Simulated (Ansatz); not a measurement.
Input of an Ansatz 0.2.0 run:

The input input.yaml:

```yaml
crystal:
  lattice:
    - [3.962670049, 0.0, 0.0]
    - [-1.9813350245, 3.4317729293, 0.0]
    - [0.0, 0.0, 5.809192]
  atoms:
    - { symbol: Cd, position: [0.3333333333, 0.6666666667, 0.932717] }
    - { symbol: Cd, position: [0.6666666667, 0.3333333333, 0.578735] }
    - { symbol: S, position: [0.3333333333, 0.6666666667, 0.365705] }
hamiltonian:
  xc: { exchange: pbe, correlation: pbe, exx: { coeff: 0.2, omega: 0.2 } }
  pseudopotentials: { kind: paw }
kpoints:
  mp_grid: { grid: [4, 4, 3] }
scf:
  occupations: { method: fermi_dirac, width: 0.05 }
output:
  forces: true
  stress: true
  eigenvalues: true
```

Potentials or basis: Ansatz PAW.

Launch:

```bash
$ ansatz run input.yaml --threads 2 --pin off --max-ram 5632MiB --backend cpu --events-out ev --progress --plain --runs-dir out
```

Q: Estimate the pressure.

A: -1.2 GPa.

Q: Estimate the band gap on the k mesh.

A: 1.08 eV, indirect (least direct gap 1.75 eV).

Q: Estimate the largest force.

A: 0.206 eV/Å.

Forces in eV/Å, atoms in the order of the input:
```
Cd   0.000  0.000  0.157
Cd   0.000  0.000 -0.206
S    0.000  0.000  0.049
```

Caveat: the k mesh is coarse (spacing up to 0.46 Å⁻¹), so the values aren't converged, least of all with exact exchange; odd divisions of the mesh miss points on the zone boundary, where band edges often lie, so the gap on the mesh can be too wide; the PAW data sets come from PBE, with cores solved anew for the run's functional, which leaves a small shift of forces and pressure; the thresholds are loose for stress. A k mesh can miss the band edges.
